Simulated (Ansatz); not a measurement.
# F2H2NSi radical: how energies converge with the basis set

The task here is to estimate one member of a computed series from the others.

Program: Ansatz 0.2.0, Gaussian basis. Level of theory: one geometry, several basis sets. These are calculated values, not measurements.

Plan: PBE0-D4/def2-SVP; ωB97M-V/def2-SVP; PBE0-D4/def2-QZVPP; ωB97M-V/def2-QZVPP; the functionals' def2-TZVPP values are taken from earlier runs.

## The relaxed structure

All runs share one geometry, relaxed beforehand with PBE0-D4 in a triple-zeta def2 set.

SMILES `[NH][SiH](F)F`, 6 atoms, charge 0, spin multiplicity 2.

Atoms are counted from 1 here; the program's logs count them from 0.

Bond lengths: N1–Si2 1.728 Å, N1–H5 1.021 Å, Si2–F3 1.580 Å, Si2–F4 1.587 Å, Si2–H6 1.473 Å. Angles: Si2–N1–H5 116.5°, N1–Si2–F3 107.9°, N1–Si2–F4 114.0°, N1–Si2–H6 109.2°, F3–Si2–F4 106.4°, F3–Si2–H6 109.9°, F4–Si2–H6 109.3°.

Set-up of the first run:

in.yaml reads:

```yaml
crystal:
  periodic: [false, false, false]
  atoms:
    - {symbol: N, position_ang: [-0.025363, 1.001706, -0.903745]}
    - {symbol: Si, position_ang: [0.188042, -0.244928, 0.273027]}
    - {symbol: F, position_ang: [1.578663, -0.941446, -0.004651]}
    - {symbol: F, position_ang: [-0.908640, -1.390178, 0.207406]}
    - {symbol: H, position_ang: [-0.977794, 1.156659, -1.236522]}
    - {symbol: H, position_ang: [0.187194, 0.354087, 1.618286]}
basis:
  gaussian: {orbitals: def2-SVP}
magnetization: {spin_polarized: true, initial_magnetization: 1}
hamiltonian: {xc: pbe0, dispersion: d4}
output: {orbitals: {seedname: orbitals}}
```

Steps of the session up to this table: PBE0-D4 in def2-SVP; ωB97M-V in def2-SVP; PBE0-D4 in def2-QZVPP; ωB97M-V in def2-QZVPP.

One table of the session follows, with a row left open; its other results are not shown here.

It belongs to the step «Density functionals: the series». 

| functional | basis | HOMO (eV) | LUMO (eV) |
| --- | --- | --- | --- |
| PBE0-D4 | def2-SVP | -8.57 | -3.91 |
| PBE0-D4 | def2-TZVPP | -8.84 | -4.17 |
| PBE0-D4 | def2-QZVPP | -8.88 | -4.22 |
| ωB97M-V | def2-SVP | ? | ? |
| ωB97M-V | def2-TZVPP | -11.22 | -2.07 |
| ωB97M-V | def2-QZVPP | -11.27 | -2.15 |

Q: Estimate the row for ωB97M-V, def2-SVP from the others.

**Answer.** HOMO (eV): -10.92; LUMO (eV): -1.69. In the column «HOMO (eV)» it lies between ωB97M-V, def2-TZVPP (-11.22) and PBE0-D4, def2-QZVPP (-8.88).
